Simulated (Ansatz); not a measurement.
# CH7BGe (SMILES C[BH][GeH3]): BCCD(T)/def2-SVP

Aim: the vertical ionisation energy of CH7BGe at BCCD(T)/def2-SVP, from 2 runs. 

The results are computed with Ansatz 0.2.0.

69 further runs of the same task are left out: 69 set aside as unsound or not needed.

## (1) The molecule

CH7BGe: 10 atoms, total charge 0, spin state singlet. As SMILES, `C[BH][GeH3]`. Geometry: relaxed at PBE0-D4/def2-TZVP.

Bond lengths: C1–B2 1.548 Å, B2–Ge3 2.066 Å, C1–H4 1.093 Å, C1–H5 1.106 Å, C1–H6 1.091 Å, B2–H7 1.200 Å, Ge3–H8 1.544 Å, Ge3–H9 1.542 Å, Ge3–H10 1.542 Å. Some angles: C1–B2–Ge3 123.5°, C1–B2–H7 119.3°, Ge3–B2–H7 117.1°, B2–C1–H4 114.7°, B2–C1–H5 102.9°, B2–C1–H6 116.2°, B2–Ge3–H8 109.4°, B2–Ge3–H9 113.8°, B2–Ge3–H10 112.1°, H4–C1–H5 105.3°.

## (2) A single-point energy at BCCD(T)/def2-SVP

Input file in.yaml:

```yaml
crystal:
  periodic: [false, false, false]
  atoms:
    - {symbol: C, position_ang: [-1.211300, 0.848000, -0.579700]}
    - {symbol: B, position_ang: [-0.013900, -0.123000, -0.719700]}
    - {symbol: Ge, position_ang: [1.111300, -0.784600, 0.881600]}
    - {symbol: H, position_ang: [-1.972600, 0.748500, -1.357000]}
    - {symbol: H, position_ang: [-0.747300, 1.837300, -0.749600]}
    - {symbol: H, position_ang: [-1.677100, 0.898700, 0.405800]}
    - {symbol: H, position_ang: [0.326000, -0.481700, -1.813000]}
    - {symbol: H, position_ang: [0.918400, -2.307400, 1.048300]}
    - {symbol: H, position_ang: [0.729200, -0.128900, 2.224000]}
    - {symbol: H, position_ang: [2.620500, -0.558300, 0.662100]}
basis:
  gaussian:
    orbitals: def2-SVP
correlation:
  method: bccd_t
  frozen_orbitals: {B: 1, C: 1, Ge: 9, H: 0}
accuracy: high
scf:
  omitted_lower_state_checks: [cluster_reference, increment]
```

The run is started by

```sh
$ ansatz run in.yaml --threads 1 --pin off --max-ram 3480MiB --events-out events.jsonl --progress --plain --runs-dir runs
```

Standard output (excerpt; [...] marks lines left out):

```text
Warning: RAYON_NUM_THREADS=1 ignored (pool sized by the plan → 1); use --threads N
Functional definition: HF
  name "HF"
[...]
2179 factors; integrals over basis functions are off by at most 1.0e-8 eV
[...]
mean field -58277.46042990 eV, -2141.6571689174 hartree, gradient 2.7e-8 eV, S^2 0.000000; 0 other end points of the search recorded, 0 dependent functions left out
11 core orbitals not correlated: weight in the atoms' cores, before any rotation towards them, 1.000 or more for the frozen orbitals, at most 0.000 for the correlated occupied ones
reference -58277.46042990 eV, -2141.6571689174 hartree; 14, 14 occupied and 70, 70 virtual orbitals, 2179 factors
second order -12.71077927 eV of doubles, -0.00000000 eV of singles
cycle   1  -13.32859740 eV  change   -6.2e-1 eV  update   8.7e-2
[...]
cycle  21  -13.83935844 eV  change  -3.7e-10 eV  update   3.0e-9
perturbative correction -0.41729408 eV, -0.0153352746 hartree
Total energy: -58291.71708242 eV, -2142.1810912339 hartree
Checks for a lower state left out: cluster_reference, increment
```

Run time: 35 s. Hardware: 1 thread of Arm Neoverse V2, shared host; peak memory 0.84 GiB.

## (3) The doublet cation

Changes to in.yaml since step 2:

```diff
@@ -16,2 +16,9 @@
     orbitals: def2-SVP
+scf:
+  omitted_lower_state_checks: [cluster_reference, increment]
+total_charge: 1
+magnetization:
+  spin_polarized: true
+  initial_magnetization: 1
+accuracy: high
 correlation:
@@ -19,4 +26 @@
   frozen_orbitals: {B: 1, C: 1, Ge: 9, H: 0}
-accuracy: high
-scf:
-  omitted_lower_state_checks: [cluster_reference, increment]
```

The run is started by

```sh
$ ansatz run in.yaml --threads 1 --pin off --max-ram 3480MiB --events-out events.jsonl --progress --plain --runs-dir runs
```

Standard output (excerpt; [...] marks lines left out):

```text
Warning: RAYON_NUM_THREADS=1 ignored (pool sized by the plan → 1); use --threads N
Functional definition: HF
  name "HF"
[...]
2179 factors; integrals over basis functions are off by at most 1.0e-8 eV
[...]
mean field -58267.97638882 eV, -2141.3086368363 hartree, gradient 2.6e-8 eV, S^2 0.758182; 2 other end points of the search recorded, 0 dependent functions left out
11 core orbitals not correlated: weight in the atoms' cores, before any rotation towards them, 1.000 or more for the frozen orbitals, at most 0.000 for the correlated occupied ones
reference -58267.97638882 eV, -2141.3086368363 hartree; 14, 13 occupied and 70, 71 virtual orbitals, 2179 factors
second order -12.12700486 eV of doubles, -0.00000000 eV of singles
cycle   1  -12.73469647 eV  change   -6.1e-1 eV  update   9.4e-2
[...]
cycle  32  -13.27262932 eV  change    1.1e-9 eV  update   1.7e-9
perturbative correction -0.43277782 eV, -0.0159042917 hartree
Total energy: -58281.68179596 eV, -2141.8123012588 hartree
Checks for a lower state left out: cluster_reference, increment
```

Run time: 2.4 min. Hardware: 1 thread of Arm Neoverse V2, shared host; peak memory 1.7 GiB.

## (4) What came out

At BCCD(T)/def2-SVP, 11 core orbitals frozen:

| quantity | value |
| --- | --- |
| singlet CH7BGe: total energy | -2142.18109 Eh |
| singlet CH7BGe: correlation energy (11 core orbitals frozen) | -523.9 mEh |
| singlet CH7BGe: (T) correction | -15.34 mEh |
| doublet cation: total energy | -2141.81230 Eh |
| doublet cation: correlation energy (11 core orbitals frozen) | -503.7 mEh |
| doublet cation: (T) correction | -15.90 mEh |
| doublet cation: ⟨S²⟩ of the reference determinant | 0.758 |
| vertical ionisation energy (to the doublet cation) | 10.035 eV |

What this shows: Removing an electron at fixed nuclei costs 10.04 eV (968 kJ/mol). The triples (singlet CH7BGe) make up 2.9 % of the correlation energy. The triples (doublet cation) make up 3.2 % of the correlation energy.
